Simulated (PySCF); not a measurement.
# C₅H₈B₂S: electronic excitations

Wanted: the electronic excitations of C₅H₈B₂S (`CSC1=CBC=CB1`), by calculation.

Computed with PySCF 2.14.0, with density-fitted response routines of our own, on a single molecule in the gas phase. Atoms are numbered from 0 throughout.

## 1. The molecule as given

16 atoms, charge 0, multiplicity 1; geometry from: GFN2-xTB.

Bonds of the start (Å): C0–S1 1.82, S1–C2 1.76, C2–C3 1.36, C3–B4 1.53, B4–C5 1.56, C5–C6 1.35, C6–B7 1.54, B7–C2 1.55, C0–H8 1.09, C0–H9 1.09, C0–H10 1.09, C3–H11 1.09, B4–H12 1.17, C5–H13 1.09, C6–H14 1.09, B7–H15 1.17.

## 2. Ultraviolet spectrum: CAM-B3LYP/def2-SVPD

What the job is given:

```
{"job": {"kind": "uv", "xc": "CAM-B3LYP", "basis": "def2-SVPD", "nstates": 8, "ntriplets": 3}, "charge": 0, "multiplicity": 1}
C     -2.945656    -0.442841     0.055316
S     -1.672274    -1.418681    -0.802002
C     -0.175941    -0.573631    -0.410323
C      0.998510    -1.199491    -0.686015
B      2.337329    -0.599507    -0.242340
C      2.320598     0.800675     0.442467
C      1.158897     1.441117     0.679575
B     -0.137302     0.916505     0.029329
H     -3.086199     0.508878    -0.447192
H     -3.860409    -1.025380     0.005805
H     -2.651981    -0.291738     1.088829
H      0.946939    -2.183784    -1.141865
H      3.324733    -1.229015    -0.300380
H      3.243975     1.253651     0.793887
H      1.173733     2.388146     1.212759
H     -0.982549     1.664039    -0.289261
```

Level: TDDFT CAM-B3LYP/def2-SVPD, vertical, gas phase, core orbitals frozen in the response.

On the command line:

```
OMP_NUM_THREADS=1 python probes_run.py task.json out
```

This one command runs all jobs of the session in turn.

What will the session give for the following? lowest singlet (CAM-B3LYP/def2-SVPD); brightest single state of those computed; lowest triplet. Wanted: lowest singlet; brightest single state of those computed; lowest triplet.

**Answer**, as computed:

| quantity | value |
| --- | --- |
| lowest singlet (CAM-B3LYP/def2-SVPD) | 2.36 eV (525 nm), f = 0.032 |
| brightest single state of those computed | state 8, 5.63 eV, f = 0.186 |
| lowest triplet | 1.55 eV |

The lowest singlet, at 2.36 eV, is HOMO→LUMO 0.92 and is weak; of the 8 states computed, the strongest absorption comes from state 8 at 5.63 eV (the last computed, so partners may be missing). State 1 absorbs in the visible (525 nm). The lowest triplet lies 0.81 eV below the lowest singlet (triplets in Tamm-Dancoff, singlets in full TDDFT).
